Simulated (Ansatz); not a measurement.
# ZrC: how well frozen cores do

Aim: solve ZrC at one geometry with LAPW, all electrons, PAW with frozen cores and datasets made for this crystal, and see where they agree.

Computed with Ansatz 0.2.0 (DFT PBEsol, scalar-relativistic, unless a step's input says otherwise).

**1. Starting point**

The structure is cubic, space group Fm-3m (No. 225). Conventional cell: a = 4.700 Å, b = 4.700 Å, c = 4.700 Å, α = 90.00°, β = 90.00°, γ = 90.00°. Around Zr (site symmetry m-3m) lie 6 C at 2.35 Å. Around C (site symmetry m-3m) lie 6 Zr at 2.35 Å.

Coordinates:

```
Zr C
1.0
     0.00000    2.35021    2.35021
     2.35021    0.00000    2.35021
     2.35021    2.35021    0.00000
Zr C
1 1
Direct
  0.50000 0.50000 0.50000
  0.00000 0.00000 0.00000
```

Structure: COD 1562921, as refined from experiment and not relaxed.

Atoms are numbered in the order of the input: Zr1, C2.

**2. LAPW, all electrons**

File input.yaml:

```yaml
crystal:
  lattice:
    - [0.0, 2.35021, 2.35021]
    - [2.35021, 0.0, 2.35021]
    - [2.35021, 2.35021, 0.0]
  atoms:
    - { symbol: Zr, position: [0.5, 0.5, 0.5] }
    - { symbol: C, position: [0.0, 0.0, 0.0] }
kpoints:
  mp_grid: { grid: [15, 15, 15] }
  band_path:
    path:
      - [0.0, 0.0, 0.0]
      - [0.5, 0.0, 0.5]
      - [0.625, 0.25, 0.625]
      - [0.375, 0.375, 0.75]
      - [0.0, 0.0, 0.0]
      - [0.5, 0.5, 0.5]
      - [0.5, 0.25, 0.75]
      - [0.5, 0.0, 0.5]
    npoints: 14
scf:
  occupations: { method: fermi_dirac, width: 0.05 }
hamiltonian:
  xc: pbesol
  pseudopotentials: { kind: all_electron, lapw: { basis_error: 0.0005 } }
output:
  forces: true
  stress: true
  eigenvalues: true
  fatbands: true
  populations: true
  dos: { projected: true, de: 0.2, e_range: [-14, 8] }
```

The run is started by

```sh
$ ansatz run input.yaml --threads 1 --pin off --max-ram 3072MiB --backend cpu --events-out ev --progress --plain --runs-dir out
```

Standard output (excerpt; [...] marks lines left out):

```text
Zr: projections on atomic orbitals take those of the free atom 1s2 2s2 2p6 3s2 3p6 3d10 4s2 4p6 4d2 5s2, of charge +0.00 (hamiltonian.pseudopotentials.projection_atoms)
C: projections on atomic orbitals take those of the free atom 1s2 2s2 2p2, of charge +0.00 (hamiltonian.pseudopotentials.projection_atoms)
LAPW: plane waves up to 8.534 Å⁻¹, error target 5.0e-4 eV per atom; small_component_spin mean_spin; C in spheres of 1.048 Å, 6 of its electrons in bands, Dirac shells []; Zr in spheres of 1.302 Å, 30 of its electrons in bands, Dirac shells []
[...]
Pseudopotentials: kind: all_electron
Pseudopotential: Zr, LAPW, valence charge 30, Koelling and Harmon's equation, gaussian nucleus
Pseudopotential: C, LAPW, valence charge 6, Koelling and Harmon's equation, gaussian nucleus
Functional definition: PBEsol
[...]
Crystal: 2 atoms, lattice volume = 25.963 Å³
Basis set: ecut = 277.48330178958275 eV, 283 PW (Γ), exchange–correlation at level 2
Bands: 22, of which v1, the nominal top of the filled ones, is band 18 counted from 1 (17 counted from 0)
Symmetry: 48 space group operations
Space group: Fm-3m (ITA 225), of the structure as read, at distance tolerance 3.0e-5 Å
k-points: 120 of 3375
[...]
SCF iter   1: F=—  HF=-98908.147150 eV  |F-HF|=—  |Δ(HF+E_count)|=         —  Δρ=1.17e-1  dr2=5.16e0  ethr=1.43e-2  ⟨swp⟩=2.0  Hψ=17383  notcnv=0
[...]
the basis was enlarged: its passes take 226.4 KiB over the memory plan, 1 of 1 planned eigensolver slots
[...]
SCF iter  10: F=-98906.387905 eV  HF=-98906.387905 eV  |F-HF|=4.37e-9  |Δ(HF+E_count)|=   6.35e-8  Δρ=4.30e-6  dr2=5.44e-9  ethr=5.85e-10  ⟨swp⟩=2.0  Hψ=8172  notcnv=0
[...]
NSCF: frozen V_eff on 99 k-points
SCF converged after 10 iterations
Free energy (F): -98906.387905 eV
[...]
E sigma→0 (E₀):  -98906.386630 eV
Entropy (-TS):   -0.002549 eV (-1.274 meV/atom)
Fermi energy:    16.381772 eV
[...]
--- Forces (eV/Å), atoms counted from 1 ---
  atom   1  Zr     0.00000000     0.00000000     0.00000000
  atom   2  C     -0.00000000     0.00000000    -0.00000000
[...]
--- Stress (GPa, compression-positive) ---
       -4.527055       0.000000       0.000000
        0.000000      -4.527055       0.000000
        0.000000       0.000000      -4.527055
  P = ⅓ Tr σ = -4.5271 GPa (-45.271 kbar)
--- Band table (eV; the first three rows and the last of 120) ---
  k-point 0: bands = ["-380.9360", "-294.0646", "-294.0646", "-294.0646", "-246.9199", "-151.5012", "-151.5012", "-151.5012", "-151.4878", "-151.4878", "-31.5762", "-9.3174", "-9.3174", "-9.3174", "5.1091", "17.3458", "17.3458", "17.3458", "17.4528", "17.4528", "17.4528", "19.1989"]
[...]
--- Löwdin populations: 2 sites ---
  site symbol       q [e]
     0     Zr     39.2413
     1      C      6.7203
  spilling = 0.000836 (of n_electrons = 46.000000)
```

It took 27 s on 1 thread of Intel Xeon Platinum 8375C at 2.90GHz (Ice Lake), shared host; peak memory 0.46 GiB.

In short: pressure -4.53 GPa; no gap.

At the corners of the path (eV, zero at the Fermi level):

```csv
point,band 15,band 16,band 17,band 18,band 19,band 20,band 21
Γ,-11.27,0.96,0.96,0.96,1.07,1.07,1.07
X,-10.09,-2.05,-1.80,0.08,0.08,4.48,5.69
U,-9.45,-3.05,-2.28,-1.55,1.49,4.89,5.41
K,-9.45,-3.05,-2.28,-1.55,1.49,4.89,5.41
Γ,-11.27,0.96,0.96,0.96,1.07,1.07,1.07
L,-8.15,-5.32,-2.93,-2.93,4.51,4.51,5.35
W,-9.38,-2.63,-2.34,-2.34,3.29,3.29,5.70
X,-10.09,-2.05,-1.80,0.08,0.08,4.48,5.69
```

States per cell, counted by energy window (eV from the Fermi level, on a grid of 0.20 eV):

```csv
from,to,total,Zr 4d,C 2p,C 2s
-10,-9,1.21,0.31,0.01,0.71
-9,-8,0.63,0.11,0.00,0.45
-8,-7,0.00,0.00,0.00,0.00
-7,-6,0.00,0.00,0.00,0.00
-6,-5,0.01,0.01,0.01,0.00
-5,-4,0.45,0.17,0.21,0.01
-4,-3,0.98,0.33,0.52,0.02
-3,-2,2.64,1.06,1.44,0.03
-2,-1,1.42,0.65,0.72,0.01
-1,0,0.47,0.16,0.30,0.00
0,1,0.34,0.15,0.18,0.00
1,2,0.60,0.40,0.17,0.01
2,3,0.81,0.59,0.18,0.01
3,4,1.08,0.85,0.18,0.02
4,5,1.81,1.50,0.24,0.02
```

**3. PAW with frozen cores**

input.yaml: that of step 2 with these lines changed.

```diff
@@ -25,3 +25,3 @@
   xc: pbesol
-  pseudopotentials: { kind: all_electron, lapw: { basis_error: 0.0005 } }
+  pseudopotentials: { kind: paw }
 output:
@@ -30,4 +30,9 @@
   eigenvalues: true
-  fatbands: true
+  efg: { contact_densities: true }
   populations: true
+  bader: true
   dos: { projected: true, de: 0.2, e_range: [-14, 8] }
+  write_density: true
+  write_potential: true
+  elf: true
+  volumetric_format: npy
```

The run is started by

```sh
$ ansatz run input.yaml --threads 1 --pin off --max-ram 3072MiB --backend cpu --events-out ev --progress --plain --runs-dir out
```

Standard output (excerpt; [...] marks lines left out):

```text
Zr: output.efg is read without spin–orbit coupling, which moves field gradients at and beside such atoms by some per cent and up to a factor of two; PAW files take it under magnetization.noncollinear and magnetization.spin_orbit
[...]
Pseudopotentials: kind: paw
Pseudopotential: Zr, paw, valence charge 12, recommended cutoff 420 eV (normal)
Pseudopotential: C, paw, valence charge 4, recommended cutoff 420 eV (normal)
[... 1 set-up line as earlier in the session ...]
[...]
Crystal: 2 atoms, lattice volume = 25.963 Å³
Basis set: ecut = 420 eV, 531 PW (Γ), exchange–correlation on 48×48×48 points (8 copies of the dense FFT grid, shifted against one another)
Bands: 12, of which v1, the nominal top of the filled ones, is band 8 counted from 1 (7 counted from 0)
[... 2 set-up lines as earlier in the session ...]
k-points: 120 of 3375
[...]
  P = ⅓ Tr σ = -4.5848 GPa (-45.848 kbar)
--- PAW observables at the nuclei: V_zz in 10²¹ V/m², potentials from the cell's mean, atoms counted from 1 ---
  atom   1  Zr V_zz =    -0.000000   η = 0.0000   by run symmetry: forbidden
            electrostatic potential = -5929.903091 V   contact ρ = 489712.088582 e/Å³
  atom   2  C  V_zz =    -0.000000   η = 0.0000   by run symmetry: forbidden
            electrostatic potential = -423.213720 V   contact ρ = 862.680050 e/Å³
--- Band table (eV; the first three rows and the last of 120) ---
  k-point 0: bands = ["-33.2322", "-10.9726", "-10.9726", "-10.9726", "3.4550", "15.6919", "15.6919", "15.6919", "15.7994", "15.7994", "15.7994", "17.5466"]
[...]
--- Löwdin populations: 2 sites ---
  site symbol       q [e]
     0     Zr     11.2516
     1      C      4.7037
  spilling = 0.002792 (of n_electrons = 16.000000)
--- Bader charges: 2 sites ---
  site symbol  charge [e]  shift [e]
     0     Zr      1.8561     0.0013
     1      C     -1.8561     0.0013
  estimated error of the sums over rays = 8.2e-4 e
```

Run time: 13 s. Hardware: 1 thread of Intel Xeon Platinum 8375C at 2.90GHz (Ice Lake), shared host; peak memory 0.43 GiB.

Read from it: pressure -4.58 GPa; no gap.

```csv
atom,Bader charge (e),basin volume (Å³)
Zr1,+1.86,11.91
C2,-1.86,14.05
```

The fields are shown in the conventional cell of this run's space group, carried over from its grid by interpolation.

Density in a lattice plane of the grid's cell (edges 4.70 and 4.70 Å, at 0.000 of the third edge), which holds Zr and C.

Values in e/Å³, 12 rows by 12 columns:
```
1.58 1.24 0.58 0.35 1.06 3.44 4.14 3.44 1.05 0.35 0.58 1.24
0.75 0.58 0.33 0.21 0.34 1.06 1.67 1.05 0.34 0.21 0.33 0.58
0.45 0.35 0.21 0.17 0.21 0.35 0.45 0.35 0.21 0.17 0.21 0.35
1.67 1.06 0.34 0.21 0.33 0.58 0.75 0.58 0.33 0.21 0.34 1.05
4.14 3.44 1.06 0.35 0.58 1.24 1.58 1.24 0.58 0.35 1.05 3.44
2.73 4.14 1.67 0.45 0.75 1.58 1.62 1.58 0.75 0.45 1.67 4.14
4.14 3.44 1.05 0.35 0.58 1.24 1.58 1.24 0.58 0.35 1.06 3.44
1.67 1.05 0.34 0.21 0.33 0.58 0.75 0.58 0.33 0.21 0.34 1.06
0.45 0.35 0.21 0.17 0.21 0.35 0.45 0.35 0.21 0.17 0.21 0.35
0.75 0.58 0.33 0.21 0.34 1.05 1.67 1.06 0.34 0.21 0.33 0.58
1.58 1.24 0.58 0.35 1.05 3.44 4.14 3.44 1.06 0.35 0.58 1.24
1.62 1.58 0.75 0.45 1.67 4.14 2.73 4.14 1.67 0.45 0.75 1.58
```
Columns run along the first of these edges and rows up along the second, over one cell in 12 and 12 even steps from the bottom left corner. Atoms in the plane (fractional): Zr at (0.00, 0.50), Zr at (0.50, 0.00), C at (0.00, 0.00), C at (0.50, 0.50).

ELF in the same plane.

Ten even steps from ' ' (0.01) to '@' (0.81):
```
::--##@@@@**::--%%@@%%++--++@@@@%%--::**@@@@##--
##%%@@@@@@**::::++%%@@@@%%@@@@%%++::::**@@@@@@%%
@@@@@@@@%%++::..::++##@@@@@@##++::..::++%%@@@@@@
##******++--::....::--==++==--::....::--++******
::::::::::::::::::::::::::::::::::::::::::::::::
++==--::....::--++******##******++--::....::--==
@@@@##++::..::++%%@@@@@@@@@@@@@@%%++::..::++##@@
%%@@@@%%++::::**@@@@@@%%##%%@@@@@@**::::++%%@@@@
--++%%@@%%--::**@@@@##--::--##@@@@**::--%%@@@@++
  ::##@@%%==::**@@@@**..  ..**@@@@**::==%%@@##::
--++@@@@%%--::**@@@@##--::--##@@@@**::--%%@@%%++
%%@@@@%%++::::**@@@@@@%%##%%@@@@@@**::::++%%@@@@
@@@@##++::..::++%%@@@@@@@@@@@@@@%%++::..::++##@@
++==--::....::--++******##******++--::....::--==
::::::::::::::::::::::::::::::::::::::::::::::::
##******++--::....::--==++==--::....::--++******
@@@@@@@@%%++::..::++##@@@@@@##++::..::++%%@@@@@@
##%%@@@@@@**::::++%%@@@@%%@@@@%%++::::**@@@@@@%%
::--##@@@@**::--%%@@@@++--++%%@@%%--::**@@@@##--
  ..**@@@@**::==%%@@##::  ::##@@%%==::**@@@@**..
```
Columns run along the first of these edges and rows up along the second, over one cell in 24 and 20 even steps from the bottom left corner. Atoms in the plane (fractional): Zr at (0.00, 0.50), Zr at (0.50, 0.00), C at (0.00, 0.00), C at (0.50, 0.50).

Both are smooth fields of the valence electrons: close to the nuclei they are not physical.

Outside the cores ELF peaks at 0.80 in the shell around C, 0.8 Å from C.

**4. Datasets made for this crystal**

input.yaml: that of step 3 with these lines changed.

```diff
@@ -20,3 +20,3 @@
       - [0.5, 0.0, 0.5]
-    npoints: 14
+    npoints: 8
 scf:
@@ -25,3 +25,3 @@
   xc: pbesol
-  pseudopotentials: { kind: paw }
+  pseudopotentials: { kind: all_electron, datasets: crystal }
 output:
@@ -31,8 +31 @@
   efg: { contact_densities: true }
-  populations: true
-  bader: true
-  dos: { projected: true, de: 0.2, e_range: [-14, 8] }
-  write_density: true
-  write_potential: true
-  elf: true
-  volumetric_format: npy
```

The run is started by

```sh
$ ansatz run input.yaml --threads 1 --pin off --max-ram 3072MiB --backend cpu --events-out ev --progress --plain --runs-dir out
```

Standard output (excerpt; [...] marks lines left out):

```text
[...]
Zr: output.efg is read without spin–orbit coupling, which moves field gradients at and beside such atoms by some per cent and up to a factor of two; PAW files take it under magnetization.noncollinear and magnetization.spin_orbit
[...]
[... 1 set-up line as earlier in the session ...]
Pseudopotential: Zr, paw, valence charge 12, recommended cutoff 280 eV (normal), Koelling and Harmon's equation, gaussian nucleus
Pseudopotential: C, paw, valence charge 4, recommended cutoff 280 eV (normal), Koelling and Harmon's equation, gaussian nucleus
[... 1 set-up line as earlier in the session ...]
[...]
Crystal: 2 atoms, lattice volume = 25.963 Å³
Basis set: ecut = 280 eV, 283 PW (Γ), exchange–correlation on 40×40×40 points (8 copies of the dense FFT grid, shifted against one another)
Bands: 12, of which v1, the nominal top of the filled ones, is band 8 counted from 1 (7 counted from 0)
[... 1 set-up line as earlier in the session ...]
[...]
--- Forces (eV/Å), atoms counted from 1 ---
  atom   1  Zr     0.00000000    -0.00000000    -0.00000000
  atom   2  C     -0.00000000     0.00000000    -0.00000000
[...]
--- Stress (GPa, compression-positive) ---
       -4.527462       0.000000       0.000000
       -0.000000      -4.527462       0.000000
       -0.000000       0.000000      -4.527462
  P = ⅓ Tr σ = -4.5275 GPa (-45.275 kbar)
--- PAW observables at the nuclei: V_zz in 10²¹ V/m², potentials from the cell's mean, atoms counted from 1 ---
  atom   1  Zr V_zz =    +0.000000   η = 0.0000   by run symmetry: forbidden
            electrostatic potential = -5927.993889 V   contact ρ = 489774.400853 e/Å³
  atom   2  C  V_zz =    +0.000000   η = 0.0000   by run symmetry: forbidden
            electrostatic potential = -422.468005 V   contact ρ = 862.826363 e/Å³
--- Band table (eV; the first three rows and the last of 120) ---
  k-point 0: bands = ["-31.5761", "-9.3173", "-9.3173", "-9.3173", "5.1091", "17.3456", "17.3456", "17.3456", "17.4528", "17.4528"]
[...]
```

It took 12 s on 1 thread of Intel Xeon Platinum 8375C at 2.90GHz (Ice Lake), shared host; peak memory 0.45 GiB.

In short: pressure -4.53 GPa; no gap.

```csv
atom,contact density (e/Å³)
Zr1,489774.4
C2,862.8264
```

**5. Comparison**

```
          method  pressure (GPa)  SCF cycles, all passes
            LAPW           -4.53                      10
             PAW           -4.58                       6
crystal datasets           -4.53                       8
```

**6. What came out**

| quantity | value |
| --- | --- |
| pressure | LAPW -4.53, PAW -4.58, crystal datasets -4.53 GPa |
| gap (LAPW) | none |
| Bader charges (PAW) | Zr1 +1.86, C2 -1.86 e |
| highest ELF (PAW) | 0.80, 0.81 Å from C |

**Reading.** The pressure of -4.5 GPa pushes the cell to shrink, with the atoms held in place. There is no gap at this level; the crystal is a metal here. Within 0.3 eV of the Fermi level the largest projected share is C 2p (65 %). The projection holds only the free atom's occupied shells (Zr 5s, Zr 4p, Zr 4d, C 2s, C 2p in this range). PAW lies -0.06 GPa from LAPW in pressure. The price, with the outputs that each input asks for: 27 s for LAPW against 13 s for PAW, about 2 to one.
